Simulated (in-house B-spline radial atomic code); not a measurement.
# Tb⁺: numerical settings, good and bad

Which of these inputs for Tb⁺ still give the converged answer?

Program: in-house B-spline radial atomic code version 1. Level of theory: non-relativistic Hartree-Fock, spin-polarised, average of configuration, point nucleus, basis-set limit. These are calculated values, not measurements, unless marked.

## 1. The system

```
element       : terbium (Z = 65)
charge        : +1
electrons     : 64
configuration : [Xe] 4f9 6s1
Hamiltonian   : non-relativistic
nucleus       : point
```

Outer shells as boxes (Hund's rule):

[Xe] 4f9 6s1
```
[Xe] core
4f [↑↓][↑↓][↑ ][↑ ][↑ ][↑ ][↑ ]
6s [↑ ]
```

Where spins are not typed, each open shell is filled with up spins first.

A run counts as converged when the orbital gradient is under the tolerance times 65 hartree (or under the basis's noise floor) and the energy moved by less than 1e-8 hartree times the root of its size. Energy differences under 3e-05 hartree are noise.

Settings of the run:

```ini
Z = 65
electrons = 64.0
configuration = [Xe] 4f9 6s1
hamiltonian = nr
method = hf
spin_polarised = True
knot_spacing = 0.22
spline_order = 8
gauss_points = 12
box_radius = 35.29
max_iterations = 70
damping = 0.5
damped_steps = 3
diis_vectors = 10
tolerance = 1e-08
start = Thomas-Fermi
```

The reference is known from an earlier run: -11226.379053 hartree in all. Up to eight levels, counted from the top:

```
orbital  occupation  energy (eV)  <r> (bohr)
4d down           5      -171.26      0.6279
  5s up           1      -58.911       1.435
5s down           1      -56.106       1.465
  5p up           3      -37.047       1.620
5p down           3      -34.898       1.653
  4f up           7      -26.203      0.8031
4f down           2      -19.363      0.8508
  6s up           1      -10.138       4.200
```

## 2. Gauss points an interval 16; cap on iterations 12

Settings of the run:

```ini
Z = 65
electrons = 64.0
configuration = [Xe] 4f9 6s1
hamiltonian = nr
method = hf
spin_polarised = True
knot_spacing = 0.22
spline_order = 8
gauss_points = 16
box_radius = 35.29
max_iterations = 12
damping = 0.5
damped_steps = 3
diis_vectors = 10
tolerance = 1e-08
start = Thomas-Fermi
```

Started as:

```console
$ python run_scf.py task.json out
```

The settings of every run stand in task.json; they run in order.

## 3. Box radius 17.64; cap on iterations 50; number of DIIS vectors 1

Settings of the run:

```ini
Z = 65
electrons = 64.0
configuration = [Xe] 4f9 6s1
hamiltonian = nr
method = hf
spin_polarised = True
knot_spacing = 0.22
spline_order = 8
gauss_points = 12
box_radius = 17.64
max_iterations = 50
damping = 0.5
damped_steps = 3
diis_vectors = 1
tolerance = 1e-08
start = Thomas-Fermi
```

## 4. First knot 0.0154; cap on iterations 75; number of damped steps 0; number of DIIS vectors 20; starting potential bare nucleus

Settings of the run:

```ini
Z = 65
electrons = 64.0
configuration = [Xe] 4f9 6s1
hamiltonian = nr
method = hf
spin_polarised = True
knot_spacing = 0.22
spline_order = 8
gauss_points = 12
box_radius = 35.29
first_knot = 0.0154
max_iterations = 75
damping = 0.5
damped_steps = 0
diis_vectors = 20
tolerance = 1e-08
start = bare nucleus
```

## 5. Knot spacing (logarithmic) 0.3; box radius 5.29; cap on iterations 60; starting potential bare nucleus

Settings of the run:

```ini
Z = 65
electrons = 64.0
configuration = [Xe] 4f9 6s1
hamiltonian = nr
method = hf
spin_polarised = True
knot_spacing = 0.3
spline_order = 8
gauss_points = 12
box_radius = 5.29
max_iterations = 60
damping = 0.5
damped_steps = 3
diis_vectors = 10
tolerance = 1e-08
start = bare nucleus
```

**Question.** Which of these runs converge to the reference energy, which miss it and by about how much, and which fail?

The runs gave:

| run | outcome | iterations | energy less the reference (hartree) |
| --- | --- | --- | --- |
| reference | converged | 12 | 0 |
| Gauss points an interval 16; cap on iterations 12 | converged | 12 | below noise |
| box radius 17.64; cap on iterations 50; number of DIIS vectors 1 | not converged | 50 | - |
| first knot 0.0154; cap on iterations 75; number of damped steps 0; number of DIIS vectors 20; starting potential bare nucleus | converged | 22 | below noise |
| knot spacing (logarithmic) 0.3; box radius 5.29; cap on iterations 60; starting potential bare nucleus | converged | 14 | +0.124 |

Of 4 changed inputs, 2 gave the reference energy within 3e-05 hartree, 1 converged to another value and 1 did not converge. The worst converged miss is +0.124 hartree (knot spacing (logarithmic) 0.3; box radius 5.29; cap on iterations 60; starting potential bare nucleus): that the iterations converge says nothing of the basis, the quadrature or the box.
